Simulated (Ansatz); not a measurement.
# Si2Mo: the cost of one run

Method: DFT PBEsol, scalar-relativistic, plane waves, PAW, in Ansatz 0.2.0.

### Step 1. The starting structure

It takes space group P6_222 (No. 180, hexagonal). Conventional cell: a = 4.613 Å, b = 4.613 Å, c = 6.609 Å, α = 90.00°, β = 90.00°, γ = 120.00°. Si (site symmetry 2) has 5 Si at 2.56 to 2.69 Å and 5 Mo at 2.58 to 2.68 Å as nearest neighbours. Around Mo (site symmetry 222) lie 10 Si at 2.58 to 2.68 Å.

As a file:

```cif
data_structure
_symmetry_space_group_name_H-M 'P 1'
_symmetry_Int_Tables_number 1
_cell_length_a 4.6130
_cell_length_b 4.6130
_cell_length_c 6.6094
_cell_angle_alpha 90.000
_cell_angle_beta 90.000
_cell_angle_gamma 120.000
_cell_volume 121.81
loop_
_atom_site_label
_atom_site_type_symbol
_atom_site_fract_x
_atom_site_fract_y
_atom_site_fract_z
_atom_site_occupancy
Si1 Si 0.16398 0.83602 0.83333 1
Si2 Si 0.32796 0.16398 0.16667 1
Si3 Si 0.83602 0.67204 0.50000 1
Si4 Si 0.83602 0.16398 0.83333 1
Si5 Si 0.67204 0.83602 0.16667 1
Si6 Si 0.16398 0.32796 0.50000 1
Mo1 Mo 0.50000 0.00000 0.50000 1
Mo2 Mo 0.00000 0.50000 0.16667 1
Mo3 Mo 0.50000 0.50000 0.83333 1
```

It goes back to an entry of the Materials Project, which need not be the stable form.

It is the result of an earlier relaxation at this level (volume 13.53 Å³/atom; gap on the mesh: 0.19 eV).

### Step 2. The cell under PBEsol

File input.yaml:

```yaml
crystal:
  lattice:
    - [4.6130378836, 0.0, 0.0]
    - [-2.3065189418, 3.9950079958, 0.0]
    - [0.0, 0.0, 6.6094224731]
  atoms:
    - { symbol: Si, position: [0.1639792765, 0.8360207235, 0.8333333333] }
    - { symbol: Si, position: [0.327958553, 0.1639792765, 0.1666666667] }
    - { symbol: Si, position: [0.8360207235, 0.672041447, 0.5] }
    - { symbol: Si, position: [0.8360207235, 0.1639792765, 0.8333333333] }
    - { symbol: Si, position: [0.672041447, 0.8360207235, 0.1666666667] }
    - { symbol: Si, position: [0.1639792765, 0.327958553, 0.5] }
    - { symbol: Mo, position: [0.5, 0.0, 0.5] }
    - { symbol: Mo, position: [0.0, 0.5, 0.1666666667] }
    - { symbol: Mo, position: [0.5, 0.5, 0.8333333333] }
basis:
  ecutwfc: 420
kpoints:
  mp_grid: { grid: [9, 9, 6] }
hamiltonian:
  xc: pbesol
scf:
  occupations: { method: gaussian, width: 0.01 }
output:
  forces: true
  stress: true
  eigenvalues: true
relax:
  adjacent_minimum: "off"
  f_tol: 0.005
  max_steps: 50
  cell: { stress_tol: 0.05 }
```

Run with:

```
ansatz run input.yaml --threads 2 --pin off --max-ram 5120MiB --backend cpu --events-out ev --progress --plain --runs-dir out
```

What time and memory should one allow on 2 threads of Arm Neoverse V2, shared host?

About 60 s, with a peak of 0.47 GiB.
